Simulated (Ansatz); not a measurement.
# Cl₂H₂N₂W: basis-set convergence

One table from this session's results is given with a row withheld; the runs are named, their logs left out.

Method: one geometry, several basis sets; program: Ansatz 0.2.0, Gaussian basis.

Plan: PBE0-D4/def2-SVP; ωB97M-V/def2-SVP; PBE0-D4/def2-QZVPP; ωB97M-V/def2-QZVPP; the functionals' def2-TZVPP values are taken from earlier runs.

### The geometry

The geometry comes from an earlier relaxation with PBE0-D4 in a triple-zeta def2 set; it is a stationary point, not always the lowest conformer. W takes the def2 core potential; no spin-orbit term is included.

7 atoms, charge 0, spin multiplicity 1.

Atoms are counted from 1 here; the program's logs count them from 0.

Bond lengths: N1–W2 1.737 Å, N1–H6 1.009 Å, W2–N3 1.737 Å, W2–Cl4 2.277 Å, W2–Cl5 2.277 Å, N3–H7 1.009 Å. Angles: W2–N1–H6 155.0°, N1–W2–N3 110.1°, N1–W2–Cl4 107.8°, N1–W2–Cl5 107.8°, N3–W2–Cl4 107.8°, N3–W2–Cl5 107.8°, Cl4–W2–Cl5 115.6°, W2–N3–H7 155.0°.

Set-up of the first run:

Contents of in.yaml:

```yaml
crystal:
  periodic: [false, false, false]
  atoms:
    - {symbol: N, position_ang: [-0.887960, -1.163692, -0.413590]}
    - {symbol: W, position_ang: [0.460578, -0.117436, -0.088918]}
    - {symbol: N, position_ang: [-0.098432, 1.383785, 0.583782]}
    - {symbol: Cl, position_ang: [1.770703, -1.134407, 1.471678]}
    - {symbol: Cl, position_ang: [1.476533, 0.344725, -2.073947]}
    - {symbol: H, position_ang: [-1.864584, -1.415618, -0.437744]}
    - {symbol: H, position_ang: [-0.795538, 2.034543, 0.913039]}
basis:
  gaussian: {orbitals: def2-SVP}
hamiltonian: {xc: pbe0, dispersion: d4}
output: {orbitals: {seedname: orbitals}}
```

Among the steps run: PBE0-D4 in def2-SVP; ωB97M-V in def2-SVP; PBE0-D4 in def2-QZVPP; ωB97M-V in def2-QZVPP.

One table of the session follows, with a row left open; its other results are not shown here.

It belongs to the step «Functionals by basis». 

```
functional       basis  HOMO (eV)  LUMO (eV)
   PBE0-D4    def2-SVP      -8.22      -2.20
   PBE0-D4  def2-TZVPP      -8.23      -2.36
   PBE0-D4  def2-QZVPP      -8.26      -2.41
   ωB97M-V    def2-SVP          ?          ?
   ωB97M-V  def2-TZVPP     -10.43      -0.33
   ωB97M-V  def2-QZVPP     -10.47      -0.40
```

Q: Estimate the row for ωB97M-V, def2-SVP from the others.

**Answer.** HOMO (eV): -10.39; LUMO (eV): -0.14. In the column «HOMO (eV)» it lies between ωB97M-V, def2-TZVPP (-10.43) and PBE0-D4, def2-QZVPP (-8.26).
